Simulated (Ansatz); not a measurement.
# Cl3F3H2Mo: the cost of one run

Program: Ansatz 0.2.0. Level of theory: RKS LDA/def2-SVP. These are calculated values, not measurements.

**1. Starting point**

Bond lengths: Mo1–F2 2.120 Å, Mo1–Cl3 2.310 Å, Mo1–F4 1.770 Å, Mo1–Cl5 2.310 Å, Mo1–F6 1.770 Å, Mo1–Cl7 2.310 Å, Mo1–H8 1.940 Å, Mo1–H9 2.090 Å. Angles (14 of 28 angles, heavy atoms first): F2–Mo1–Cl3 90.0°, F2–Mo1–F4 90.0°, F2–Mo1–Cl5 90.0°, F2–Mo1–F6 90.0°, F2–Mo1–Cl7 180.0°, Cl3–Mo1–F4 90.0°, Cl3–Mo1–Cl5 180.0°, Cl3–Mo1–F6 90.0°, Cl3–Mo1–Cl7 90.0°, F4–Mo1–Cl5 90.0°, F4–Mo1–F6 180.0°, F4–Mo1–Cl7 90.0°, Cl5–Mo1–F6 90.0°, Cl5–Mo1–Cl7 90.0°.

Coordinates:

```xyz
9

Mo    0.0000    0.0000    0.0000
F     0.0000    0.0000    2.1200
Cl    2.3100    0.0000    0.0000
F     0.0000    1.7700    0.0000
Cl   -2.3100    0.0000    0.0000
F     0.0000   -1.7700    0.0000
Cl    0.0000    0.0000   -2.3100
H    -1.3830    1.2152    0.6117
H    -1.0262    0.9017    1.5824
```

**2. A restrained relaxation towards end A**

Springs on the bonds that form and break draw the guess towards this end; the thresholds are loose.

Contents of input.yaml:

```yaml
crystal:
  periodic: [false, false, false]
  atoms:
    - { symbol: Mo, position_ang: [0.0, 0.0, 0.0] }
    - { symbol: F, position_ang: [0.0, 0.0, 2.12] }
    - { symbol: Cl, position_ang: [2.31, 0.0, 0.0] }
    - { symbol: F, position_ang: [0.0, 1.77, 0.0] }
    - { symbol: Cl, position_ang: [-2.31, 0.0, 0.0] }
    - { symbol: F, position_ang: [0.0, -1.77, 0.0] }
    - { symbol: Cl, position_ang: [0.0, 0.0, -2.31] }
    - { symbol: H, position_ang: [-1.383, 1.2152, 0.6117] }
    - { symbol: H, position_ang: [-1.0262, 0.9017, 1.5824] }
basis:
  gaussian: { orbitals: def2-SVP }
hamiltonian:
  xc: lda
relax:
  f_tol: 0.15
  max_steps: 25
  restrain:
    - { distance: [0, 7], at: 2.84, k: 30.0 }
    - { distance: [8, 1], at: 2.12, k: 30.0 }
    - { distance: [0, 1], at: 1.77, k: 30.0 }
    - { distance: [8, 7], at: 0.66, k: 30.0 }
```

The run is started by

```sh
$ ansatz run input.yaml --threads 4 --pin off --max-ram 5120MiB --backend cpu --events-out ev --progress --plain --runs-dir out
```

**Question.** How long does this run take on 4 threads of Intel Xeon Platinum 8488C (Sapphire Rapids), shared host, and how much memory does it need?

About 21 s, with a peak of 0.24 GiB.
